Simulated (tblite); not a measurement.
# C2H9ClGeSi2: the cost of one run

The runs use tblite 0.8.0 and PySCF 2.14.0, with density-fitted response routines of our own; the level of theory stands in each step. All values are computed, except where a source is named. Atoms count from 0, in the outputs and in this text.

## (1) Starting geometry

15 atoms, charge 0, multiplicity 1; geometry from: force field or distance geometry start.

Bonds of the start (Å): Cl0–Ge1 2.14, Ge1–C2 1.90, C2–Si3 1.88, Si3–C4 1.89, C4–Si5 1.88, Si5–C2 1.89, Ge1–H6 1.55, Ge1–H7 1.57, C2–H8 1.11, Si3–H9 1.47, Si3–H10 1.45, C4–H11 1.10, C4–H12 1.12, Si5–H13 1.46, Si5–H14 1.45.

## (2) Geometry optimisation with GFN2-xTB

The job: settings as JSON, then the geometry in Å.

```
{"job": {"kind": "relax", "xc": "GFN2-xTB", "basis": "xTB"}, "charge": 0, "multiplicity": 1}
Cl     1.819000     1.561100     1.781500
Ge     2.056600     0.039200     0.296000
C      0.499000    -0.358400    -0.725500
Si    -0.765600     1.014200    -0.909500
C     -1.537700     0.361100     0.692900
Si    -0.851400    -1.311900     0.181600
H      3.185500     0.502200    -0.665700
H      2.521700    -1.250700     1.061700
H      0.682500    -0.801200    -1.727600
H     -1.613000     0.773000    -2.081700
H     -0.259800     2.368400    -0.747500
H     -2.637600     0.427600     0.704200
H     -1.019800     0.767700     1.599200
H     -0.374400    -2.115200     1.304200
H     -1.709300    -1.969300    -0.785600
```

Command:

```bash
$ OMP_NUM_THREADS=1 python probes_run.py task.json out
```

This one command runs all jobs of the session in turn.

Q: Estimate the wall time and peak memory of this first job on 1 thread of Arm Neoverse N1, shared host.

About 1.8 s, with a peak of 0.18 GiB.
